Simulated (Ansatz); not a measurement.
# OH (SMILES [OH]) at UHF/STO-3G

What is the electronic atomisation energy of OH at UHF/STO-3G? 

The results are computed with Ansatz 0.2.0.

28 further runs of the same task are left out: 28 set aside as unsound or not needed.

### 1 The structure to begin with

OH has 2 atoms, charge 0, and is taken as a doublet. SMILES: `[OH]`. The coordinates come from a PBE0-D4/def2-TZVP relaxation.

Bond lengths: O1–H2 0.973 Å.

### 2 A single-point energy at UHF/STO-3G

Contents of input.yaml:

```yaml
crystal:
  periodic: [false, false, false]
  atoms:
    - {symbol: O, position_ang: [0.415880, -0.133150, 0.214550]}
    - {symbol: H, position_ang: [-0.415880, 0.133150, -0.214550]}
basis:
  gaussian:
    orbitals: STO-3G
accuracy: high
magnetization:
  spin_polarized: true
  initial_magnetization: 1
hamiltonian:
  xc: hf
output:
  orbitals: {seedname: orbitals}
```

Started as:

```console
ansatz run input.yaml --threads 1 --pin off --max-ram 3480MiB --events-out events.jsonl --progress --plain --runs-dir runs
```

Output:

```text
Warning: RAYON_NUM_THREADS=1 ignored (pool sized by the plan → 1); use --threads N
Functional definition: HF
  name "HF"
  exchange = exact_x
  correlation = 0
77 factors; integrals over basis functions are off by at most 3.3e-8 eV
mean field evaluation 1: about -2023.0972 eV, gradient 6.9e0 eV
mean field evaluation 2: about -2023.1071 eV, gradient 6.9e0 eV
mean field evaluation 4: about -2023.5199 eV, gradient 1.7e-1 eV
mean field evaluation 8: about -2023.5198 eV, gradient 5.3e-6 eV
mean field -2023.51976039 eV, -74.3629796033 hartree, gradient 2.6e-8 eV, S^2 0.753326; 0 other end points of the search recorded, 0 dependent functions left out
reference -2023.51976039 eV, -74.3629796033 hartree; 5, 4 occupied and 1, 2 virtual orbitals, 77 factors
Total energy: -2023.51976039 eV, -74.3629796033 hartree
```

Run time: 0.04 s. Hardware: 1 thread of Arm Neoverse V2, shared host.

### 3 The H atom at the same level

Contents of run.yaml:

```yaml
crystal:
  periodic: [false, false, false]
  atoms:
    - {symbol: H, position_ang: [0.000000, 0.000000, 0.000000]}
basis:
  gaussian: {orbitals: STO-3G}
magnetization: {spin_polarized: true, initial_magnetization: 1}
hamiltonian: {xc: hf}
accuracy: high
```

Run the same way, it converges to -0.46658 Eh (log not shown).

### 4 The O atom

Contents of in.yaml:

```yaml
crystal:
  periodic: [false, false, false]
  atoms:
    - symbol: O
      position_ang: [0.000000, 0.000000, 0.000000]
basis:
  gaussian: {orbitals: STO-3G}
magnetization: {spin_polarized: true, initial_magnetization: 2}
hamiltonian: {xc: hf}
accuracy: high
```

Run the same way, it converges to -73.80415 Eh (log not shown).

### 5 Summary of results

At UHF/STO-3G:

```
                                    quantity         value
                      molecule: total energy  -74.36298 Eh
molecule: HOMO energy (highest over α and β)     -10.28 eV
 molecule: LUMO energy (lowest over α and β)       9.80 eV
                              molecule: ⟨S²⟩         0.753
                        H atom: total energy   -0.46658 Eh
                                H atom: ⟨S²⟩         0.750
                        O atom: total energy  -73.80415 Eh
                                O atom: ⟨S²⟩         2.000
               electronic atomisation energy      2.510 eV
```

In words: Taking the molecule apart into free atoms costs 2.51 eV (58 kcal/mol), before zero-point energy and without spin-orbit coupling. Hartree–Fock lacks the correlation of the bonding pairs, which as a rule makes this value much too low; in minimal bases other errors can mask that. In a minimal basis such a difference can be off by several eV, whatever the method.
